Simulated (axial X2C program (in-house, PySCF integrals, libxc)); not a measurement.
**Linear GaCO⁺ at several levels**

Aim: the two bond lengths and stretching wavenumbers of linear GaCO⁺, with and without spin–orbit coupling, at PBE0, BHandHLYP.

The runs use an in-house X2C program for linear molecules on PySCF integrals; all-electron X2C, two-component (2c) or spin-free, Ga dyall-v3z, C dyall-v3z, O dyall-av3z.

All values are calculated.

1 further run of the same task is left out (set aside as unsound or not needed).

**1. Set-up**

Input file task.json:

```json
{"zs": [31, 6, 8], "q": 1, "bas": ["dyall-v3z", "dyall-v3z", "dyall-av3z"], "r0": [1.94, 1.13], "symm": 0, "scan": ["PBE0", "HF", "BHandHLYP"], "levels": ["PBE0", "HF", "BHandHLYP"], "nst": 2}
```

Keys: zs atomic numbers; q charge; bas basis sets; r0 starting distance in Å; symm equal bonds; scan levels of the two-bond scan; levels methods; nst determinants followed.

Started as:

```console
python solin.py task.json out
```

Masses Ga 68.926, C 12.000, O 15.995 u.

**2. Scan at PBE0, 2c**

State: Ω = 0 (all partner blocks equally filled). Energies above the lowest point, from the job's result record:

| r(Ga–C) (Å) | r(C–O) (Å) | E (meV) |
| --- | --- | --- |
| 2.7095 | 1.0881 | 53.64 |
| 2.7095 | 1.1160 | 3.06 |
| 2.7095 | 1.1439 | 56.04 |
| 2.7790 | 1.0881 | 51.76 |
| 2.7790 | 1.1160 | 0.00 |
| 2.7790 | 1.1439 | 51.81 |
| 2.7790 | 1.1718 | 188.72 |
| 2.8485 | 1.0881 | 55.88 |
| 2.8485 | 1.1160 | 2.97 |
| 2.8485 | 1.1439 | 53.65 |
| 2.9179 | 1.1160 | 10.49 |
| 2.9179 | 1.1718 | 194.82 |

A quadratic surface with cubic terms in each bond gives the minimum at 2.776 and 1.115 Å, force constants 0.203, 21.4 and coupling -0.09 mdyn/Å.

**3. Scan at BHandHLYP, 2c**

State: Ω = 0 (all partner blocks equally filled). Energies above the lowest point, from the job's result record:

| r(Ga–C) (Å) | r(C–O) (Å) | E (meV) |
| --- | --- | --- |
| 2.7095 | 1.0881 | 23.45 |
| 2.7095 | 1.1160 | 17.16 |
| 2.7095 | 1.1439 | 114.24 |
| 2.7790 | 1.0881 | 13.06 |
| 2.7790 | 1.1160 | 5.39 |
| 2.7790 | 1.1439 | 101.09 |
| 2.7790 | 1.1718 | 281.66 |
| 2.8485 | 1.0881 | 9.16 |
| 2.8485 | 1.1160 | 0.15 |
| 2.8485 | 1.1439 | 94.54 |
| 2.9179 | 1.1160 | 0.00 |
| 2.9179 | 1.1718 | 271.18 |

A quadratic surface with cubic terms in each bond gives the minimum at 2.875 and 1.104 Å, force constants 0.151, 22.9 and coupling -0.11 mdyn/Å.

**4. Scan at PBE0, spin-free**

State: M_S = 0, Λ = 0 (closed shell). Energies above the lowest point, from the job's result record:

| r(Ga–C) (Å) | r(C–O) (Å) | E (meV) |
| --- | --- | --- |
| 2.7095 | 1.0881 | 53.46 |
| 2.7095 | 1.1160 | 3.02 |
| 2.7095 | 1.1439 | 56.12 |
| 2.7790 | 1.0881 | 51.62 |
| 2.7790 | 1.1160 | 0.00 |
| 2.7790 | 1.1439 | 51.94 |
| 2.7790 | 1.1718 | 188.96 |
| 2.8485 | 1.0881 | 55.76 |
| 2.8485 | 1.1160 | 3.00 |
| 2.8485 | 1.1439 | 53.81 |
| 2.9179 | 1.1160 | 10.55 |
| 2.9179 | 1.1718 | 195.11 |

A quadratic surface with cubic terms in each bond gives the minimum at 2.776 and 1.115 Å, force constants 0.203, 21.4 and coupling -0.09 mdyn/Å.

**5. The levels side by side**

| level | r(Ga–C) (Å) | r(C–O) (Å) | lower stretch (cm⁻¹) | upper stretch (cm⁻¹) |
| --- | --- | --- | --- | --- |
| PBE0, 2c | 2.776 | 1.115 | 130.8 | 2313.0 |
| BHandHLYP, 2c | 2.875 | 1.104 | 112.9 | 2389.8 |
| PBE0, spin-free | 2.776 | 1.115 | 130.8 | 2313.0 |
| BHandHLYP, spin-free | 2.875 | 1.104 | 112.9 | 2389.8 |

Scans not shown above were run alike.

**Reading.** Over the levels the Ga–C bond spans 2.776 to 2.875 Å and the C–O bond 1.104 to 1.115 Å. At PBE0 spin–orbit coupling leaves both bonds unchanged to 0.001 Å. Each state is one determinant, the lowest of a limited PBE0 search; the stretches come from a fit to few points and are good to some per cent at best. The molecule was held linear; bending was not examined, so a bent shape may lie lower.
